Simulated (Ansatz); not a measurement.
# Ru: squeezing one contact

Aim: change the length of one contact in Ru (Ru1–Ru2) by moving its two atoms, all else held, and follow energy and force. The runs shown use PAW. Its runs: shortest bond scaled by 1 (PAW); shortest bond scaled by 1.1 (PAW); shortest bond scaled by 0.94 (PAW); shortest bond scaled by 0.82 (PAW); shortest bond scaled by 0.7 (PAW and PAW (source ansatz)).

Program: Ansatz 0.2.0. Level of theory: DFT r²SCAN, with the methods named in each step. These are calculated values, not measurements.

1 further run of the same task is left out (for a known fault of the program).

## (1) Starting point

The structure is hexagonal, space group P6_3/mmc (No. 194). Conventional cell: a = 2.697 Å, b = 2.697 Å, c = 4.370 Å, α = 90.00°, β = 90.00°, γ = 120.00°. Ru (site symmetry -6m2) has 12 Ru at 2.68 to 2.70 Å as nearest neighbours.

As a file:

```
CELL_PARAMETERS angstrom
2.69744 0.00000 0.00000
-1.34872 2.33605 0.00000
0.00000 0.00000 4.36985
ATOMIC_POSITIONS crystal
Ru 0.33333 0.66667 0.25000
Ru 0.66667 0.33333 0.75000
```

Atoms are numbered in the order of the input: Ru1, Ru2.

## (2) Shortest bond scaled by 1, PAW

Input file input.yaml:

```yaml
crystal:
  lattice:
    - [2.6974396414, 0.0, 0.0]
    - [-1.3487198207, 2.3360512546, 0.0]
    - [0.0, 0.0, 4.3698522191]
  atoms:
    - { symbol: Ru, position: [0.3333333333, 0.6666666667, 0.25] }
    - { symbol: Ru, position: [0.6666666667, 0.3333333333, 0.75] }
kpoints:
  mp_grid: { grid: [13, 13, 7] }
scf:
  occupations: { method: fermi_dirac, width: 0.05 }
hamiltonian:
  xc: r2scan
  pseudopotentials: { kind: paw }
output:
  forces: true
  stress: true
  eigenvalues: true
  efg: { contact_densities: true }
  populations: true
  write_density: true
  write_potential: true
  elf: true
  volumetric_format: npy
```

Launch:

```bash
$ ansatz run input.yaml --threads 1 --pin off --max-ram 2048MiB --backend cpu --events-out ev --progress --plain --runs-dir out
```

## (3) Shortest bond scaled by 1.1, PAW

Input file input.yaml:

```yaml
crystal:
  lattice:
    - [2.6974396414, 0.0, 0.0]
    - [-1.3487198207, 2.3360512546, 0.0]
    - [0.0, 0.0, 4.3698522191]
  atoms:
    - { symbol: Ru, position: [0.3666666667, 0.6833333333, 0.275] }
    - { symbol: Ru, position: [0.6333333333, 0.3166666667, 0.725] }
kpoints:
  mp_grid: { grid: [13, 13, 7] }
scf:
  occupations: { method: fermi_dirac, width: 0.05 }
hamiltonian:
  xc: r2scan
  pseudopotentials: { kind: paw }
output:
  forces: true
  stress: true
  eigenvalues: true
  efg: { contact_densities: true }
  populations: true
```

## (4) Shortest bond scaled by 0.94, PAW

Edit input.yaml of step 3 so:

```diff
@@ -6,4 +6,4 @@
   atoms:
-    - { symbol: Ru, position: [0.3666666667, 0.6833333333, 0.275] }
-    - { symbol: Ru, position: [0.6333333333, 0.3166666667, 0.725] }
+    - { symbol: Ru, position: [0.3133333333, 0.6566666667, 0.235] }
+    - { symbol: Ru, position: [0.6866666667, 0.3433333333, 0.765] }
 kpoints:
```

## (5) Shortest bond scaled by 0.82, PAW

Edit input.yaml of step 4 so:

```diff
@@ -6,4 +6,4 @@
   atoms:
-    - { symbol: Ru, position: [0.3133333333, 0.6566666667, 0.235] }
-    - { symbol: Ru, position: [0.6866666667, 0.3433333333, 0.765] }
+    - { symbol: Ru, position: [0.2733333333, 0.6366666667, 0.205] }
+    - { symbol: Ru, position: [0.7266666667, 0.3633333333, 0.795] }
 kpoints:
```

## (6) Shortest bond scaled by 0.7, PAW

Edit input.yaml of step 5 so:

```diff
@@ -6,4 +6,4 @@
   atoms:
-    - { symbol: Ru, position: [0.2733333333, 0.6366666667, 0.205] }
-    - { symbol: Ru, position: [0.7266666667, 0.3633333333, 0.795] }
+    - { symbol: Ru, position: [0.2333333333, 0.6166666667, 0.175] }
+    - { symbol: Ru, position: [0.7666666667, 0.3833333333, 0.825] }
 kpoints:
```

## (7) Shortest bond scaled by 0.7, PAW (source ansatz)

Edit input.yaml of step 6 so:

```diff
@@ -14,3 +14,3 @@
   xc: r2scan
-  pseudopotentials: { kind: paw }
+  pseudopotentials: { kind: paw, source: ansatz }
 output:
@@ -19,3 +19 @@
   eigenvalues: true
-  efg: { contact_densities: true }
-  populations: true
```

(Steps that only read results are left out.)

Before running it: what results should come out?

**Answer**, as computed:

| quantity | value |
| --- | --- |
| force along the bond, positive apart, at 1.878 Å (PAW) | 18.88 eV/Å |
| force along the bond, positive apart, at 1.878 Å (PAW (source ansatz)) | 18.91 eV/Å |
| length at zero force (straight line) | 2.68 Å |

What this shows: At 1.88 Å the force along the bond is 18.88 eV/Å by PAW, and the energy stands 5.04 eV over the given length. A straight line between 2.52 and 2.68 Å puts zero force near 2.68 Å, a rough figure over so wide a step. There symmetry makes it vanish whatever the lattice constant, so this is no computed equilibrium length. With two atoms in the cell whole sublattices move, so the other contacts between the two sublattices change too; at scales over 1 some of them become the shortest.
